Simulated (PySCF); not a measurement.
# A gas-phase reaction: GeH4O + BCl3 → BCl2GeH3O + ClH

What reaction energy should one expect for `[OH][GeH3]` + `ClB(Cl)Cl` → `ClB(Cl)[O][GeH3]` + `Cl`?

Computed with PySCF 2.14.0; each step states its level. No surroundings beyond the atoms listed, unless a continuum is named. Atoms count from 0, parts from 1.

### Step 1. Starting point

Each species was relaxed by itself at PBE0-D3(BJ)/def2-SVPD.

### Step 2. Reaction energy: wB97M-D3(BJ)/def2-TZVPD

The job: settings as JSON, then the geometry in Å.

```
{"job": {"kind": "react", "xc": "wB97M-D3(BJ)", "basis": "def2-TZVPD"}, "charge": 0, "multiplicity": 1}
-1 GeH4O charge 0 multiplicity 1
Ge    -0.355140     0.038080    -0.022800
O      1.375850     0.510360    -0.008370
H     -1.097280     1.364460    -0.204360
H     -0.618330    -0.926710    -1.194220
H     -0.717980    -0.639220     1.312100
H      1.982890    -0.226500     0.100350

-1 BCl3 charge 0 multiplicity 1
Cl     1.222180    -0.697730    -0.995250
B     -0.019590    -0.006390     0.015330
Cl     0.401680     0.709790     1.548600
Cl    -1.682810    -0.029700    -0.508380

+1 BCl2GeH3O charge 0 multiplicity 1
Ge    -1.312190    -0.057820     0.079770
O      0.353870    -0.722920     0.415290
B      1.518820    -0.189680     0.083270
Cl     1.624680     1.357080    -0.797750
Cl     3.028020    -0.998380     0.504080
H     -2.227020    -1.112860     0.703920
H     -1.458380     0.038420    -1.441380
H     -1.401590     1.301860     0.778280

+1 ClH charge 0 multiplicity 1
Cl     0.644720     0.000940    -0.003340
H     -0.643480     0.001020     0.004030
```

With the program's defaults for keys left out, this is: wB97M-D3(BJ)/def2-TZVPD reaction energy of separated species, gas phase.

Command:

```console
$ OMP_NUM_THREADS=1 python cluster_run.py task.json out
```

This one command runs all jobs of the session in turn.

**Question.** The jobs that follow are: PBE0-D3(BJ)/def2-TZVPD reaction energy of separated species, gas phase. Predict: reaction energy (wB97M-D3(BJ)/def2-TZVPD); ΔH, ΔG at 298 K (xTB thermal terms). Thermal terms come from harmonic xTB runs on each species.

**Answer**, as computed:

| quantity | value |
| --- | --- |
| reaction energy (wB97M-D3(BJ)/def2-TZVPD) | -17.41 kcal/mol |
| ΔH, ΔG at 298 K (xTB thermal terms) | -18.4, -17.3 kcal/mol |
| range of the reaction energy over the runs of this table | -17.41 to -16.09 kcal/mol |

What this shows: The reaction is exothermic by 18.4 kcal/mol in the gas phase; dispersion gives -0.51, and xTB itself gave -21.26 for the electronic energy (xTB energies and thermal terms come from the earlier relaxation of each species, not shown). No barrier was sought. The reaction energy runs from -17.41 (wB97M-D3(BJ)/def2-TZVPD) to -16.09 kcal/mol (PBE0-D3(BJ)/def2-TZVPD).
